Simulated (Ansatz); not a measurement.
# C₂H₅F₂In: small, medium and large basis sets

How large a basis does C₂H₅F₂In need? Two functionals are run in growing sets.

The runs use Ansatz 0.2.0, Gaussian basis; one geometry, several basis sets.

The runs, in order: PBE0-D4/def2-SVP; ωB97M-V/def2-SVP; PBE0-D4/def2-QZVPP; ωB97M-V/def2-QZVPP; the functionals' def2-TZVPP values are taken from earlier runs.

**1. The geometry**

The geometry comes from an earlier relaxation with PBE0-D4 in a triple-zeta def2 set; it is a stationary point, not always the lowest conformer. In takes the def2 core potential; no spin-orbit term is included.

10 atoms, charge 0, spin multiplicity 1.

Atoms are counted from 1 here; the program's logs count them from 0.

Bond lengths: C1–C2 1.520 Å, C1–H6 1.091 Å, C1–H7 1.094 Å, C1–H8 1.091 Å, C2–In3 2.137 Å, C2–H9 1.092 Å, C2–H10 1.092 Å, In3–F4 1.948 Å, In3–F5 1.945 Å. Angles: C2–C1–H6 112.1°, C2–C1–H7 110.2°, C2–C1–H8 112.1°, H6–C1–H7 107.5°, H6–C1–H8 107.3°, H7–C1–H8 107.4°, C1–C2–In3 114.1°, C1–C2–H9 112.1°, C1–C2–H10 112.1°, In3–C2–H9 105.6°, In3–C2–H10 105.6°, H9–C2–H10 106.8°, C2–In3–F4 125.0°, C2–In3–F5 128.6°, F4–In3–F5 106.4°.

Geometry (Å):

```
atom    x (Å)    y (Å)    z (Å)
  C1   0.1242  -1.1881   0.7471
  C2   0.4700   0.2758   0.5267
 In3  -0.4580   1.1414  -1.1932
  F4  -1.6667   0.2056  -2.4010
  F5  -0.2945   2.9550  -1.8760
  H6  -0.9471  -1.3407   0.8889
  H7   0.6306  -1.5648   1.6409
  H8   0.4324  -1.8143  -0.0920
  H9   1.5425   0.4290   0.3894
 H10   0.1666   0.9012   1.3691
```

**2. PBE0-D4 in def2-SVP**

The input, in.yaml:

```yaml
crystal:
  periodic: [false, false, false]
  atoms:
    - {symbol: C, position_ang: [0.124190, -1.188129, 0.747095]}
    - {symbol: C, position_ang: [0.469965, 0.275775, 0.526664]}
    - {symbol: In, position_ang: [-0.458031, 1.141377, -1.193231]}
    - {symbol: F, position_ang: [-1.666675, 0.205637, -2.400959]}
    - {symbol: F, position_ang: [-0.294485, 2.954955, -1.875975]}
    - {symbol: H, position_ang: [-0.947122, -1.340717, 0.888921]}
    - {symbol: H, position_ang: [0.630578, -1.564797, 1.640945]}
    - {symbol: H, position_ang: [0.432424, -1.814299, -0.091978]}
    - {symbol: H, position_ang: [1.542526, 0.429030, 0.389431]}
    - {symbol: H, position_ang: [0.166621, 0.901159, 1.369087]}
basis:
  gaussian: {orbitals: def2-SVP}
hamiltonian: {xc: pbe0, dispersion: d4}
output: {orbitals: {seedname: orbitals}}
```

The run is started by

```console
ansatz run in.yaml --threads 4 --pin off --events-out ev --progress --plain --max-ram 10444MiB
```

The runs that follow: ωB97M-V in def2-SVP; PBE0-D4 in def2-QZVPP; ωB97M-V in def2-QZVPP.

**Question.** What will the summary of the whole plan be? Wanted: PBE0-D4: double and triple zeta above quadruple; ωB97M-V: double and triple zeta above quadruple.

The runs gave:

| quantity | value |
| --- | --- |
| PBE0-D4: double and triple zeta above quadruple | 10.15, 0.50 eV |
| ωB97M-V: double and triple zeta above quadruple | 10.45, 0.48 eV |

**Reading.** For PBE0-D4 the step from double to triple zeta gains 9.65 eV and the next only 0.50 eV. Total energies overstate the basis error of differences, where much of it tends to cancel.
